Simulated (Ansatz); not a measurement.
What does this script print? It uses Ansatz 0.2.0 through its Python package.

The script, `cas_ash3.py`:
```python
"""Active-space calculation on AsH3."""

import ansatz as az
from ase import Atoms

BASIS = "def2-SVP"

atoms = Atoms(["As", "H", "H", "H"], positions=[
    (-0.22182, 0.50373, -0.35727),
    (0.33966, 0.59413, 1.02703),
    (-1.01983, -0.68904, 0.06761),
    (0.90199, -0.40881, -0.73737),
])
molecule = az.Crystal.molecule_from_ase(atoms)

model = (
    molecule.calculation()
    .basis(gaussian=BASIS)
    .correlation(active_electrons=4, active_orbitals=4)
)
for method in ["sc_nevpt2"]:
    data = (model if method is None else model.correlation(method)).run(threads=1, pin="off").report
    space = data["configurations"]
    state = space["states"][0]
    print(method or "casscf", f"total {data['free_energy_ev'] / 27.211386246:.6f} Ha, active-space state {state['energy']['hartree']:.6f} Ha, mean field {data['reference_energy_ev'] / 27.211386246:.6f} Ha")
    print("  determinants", state["n_determinants"], " natural occupations", [round(n, 3) for n in space["natural_occupations"]])
```

`python cas_ash3.py` gives:
```text
sc_nevpt2 total -2235.901022 Ha, active-space state -2235.679736 Ha, mean field -2235.649091 Ha
  determinants 36  natural occupations [1.978, 1.972, 0.027, 0.023]
```

Total energies depend on the basis set; only differences at equal settings carry meaning. The geometry is a force-field or estimated start, not a minimum of this method, and the basis set is short of its limit. The active space starts as a window about the frontier orbitals and is then optimised, not chosen by chemistry. Timing: 2.2 s on 1 thread of Arm Neoverse V1 (shared host), peak memory 0.16 GiB.
